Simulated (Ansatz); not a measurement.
# WSe2: the cost of one run

Computed with Ansatz 0.2.0 (DFT PBEsol, scalar-relativistic, plane waves, PAW, unless a step's input says otherwise).

1 further run of the same task is left out (set aside as unsound or not needed). Runs told in other sessions of the task aren't counted.

**1. The starting structure**

Symmetry: P-3m1, No. 164, trigonal system. Conventional cell: a = 3.271 Å, b = 3.271 Å, c = 23.983 Å, α = 90.00°, β = 90.00°, γ = 120.00°. Around W (site symmetry 3m) lie 6 Se at 2.52 Å. Around Se (site symmetry 3m) lie 3 W at 2.52 Å.

Structure file:

```cif
data_structure
_symmetry_space_group_name_H-M 'P-3m1'
_symmetry_Int_Tables_number 164
_cell_length_a 3.2706
_cell_length_b 3.2706
_cell_length_c 23.9835
_cell_angle_alpha 90.000
_cell_angle_beta 90.000
_cell_angle_gamma 120.000
_cell_volume 222.18
loop_
_atom_site_label
_atom_site_type_symbol
_atom_site_symmetry_multiplicity
_atom_site_Wyckoff_symbol
_atom_site_fract_x
_atom_site_fract_y
_atom_site_fract_z
_atom_site_occupancy
W1 W 2 d 0.66667 0.33333 0.13765 1
Se1 Se 2 d 0.33333 0.66667 0.20737 1
Se2 Se 2 d 0.66667 0.33333 0.93216 1
```

It goes back to an entry of the Materials Project, which need not be the stable form.

It is the result of an earlier relaxation at this level (volume 37.03 Å³/atom; gap on the mesh: 1.42 eV).

**2. Electronic structure at the relaxed geometry**

Contents of input.yaml:

```yaml
crystal:
  lattice:
    - [3.2706140677, 0.0, 0.0]
    - [-1.6353070338, 2.8324348686, 0.0]
    - [0.0, 0.0, 23.9834861921]
  atoms:
    - { symbol: W, position: [0.6666666667, 0.3333333333, 0.1376486585] }
    - { symbol: W, position: [0.3333333333, 0.6666666667, 0.8623513415] }
    - { symbol: Se, position: [0.3333333333, 0.6666666667, 0.2073654521] }
    - { symbol: Se, position: [0.6666666667, 0.3333333333, 0.9321646897] }
    - { symbol: Se, position: [0.3333333333, 0.6666666667, 0.0678353103] }
    - { symbol: Se, position: [0.6666666667, 0.3333333333, 0.7926345479] }
basis:
  ecutwfc: 420
kpoints:
  mp_grid: { grid: [12, 12, 2] }
  band_path:
    path:
      - [[0.0, 0.0, 0.0], [0.5, 0.0, 0.0], [0.33333333, 0.33333333, 0.0], [0.0, 0.0, 0.0], [0.0, 0.0, 0.5], [0.5, 0.0, 0.5], [0.33333333, 0.33333333, 0.5], [0.0, 0.0, 0.5]]
      - [[0.5, 0.0, 0.5], [0.5, 0.0, 0.0]]
      - [[0.33333333, 0.33333333, 0.5], [0.33333333, 0.33333333, 0.0]]
    npoints: 14
hamiltonian:
  xc: pbesol
scf:
  occupations: { method: gaussian, width: 0.02 }
  n_extra_bands: 15
output:
  forces: true
  stress: true
  eigenvalues: true
  populations: true
  dos: { projected: true, de: 0.02, nscf_kmesh: { grid: [18, 18, 3] } }
  bader: true
```

Command:

```
> ansatz run input.yaml --threads 2 --pin off --max-ram 5120MiB --backend cpu --events-out ev --progress --plain --runs-dir out
```

**Question.** How long does this run take on 2 threads of Arm Neoverse V2, shared host, and how much memory does it need?

About 78 s, with a peak of 1.2 GiB.
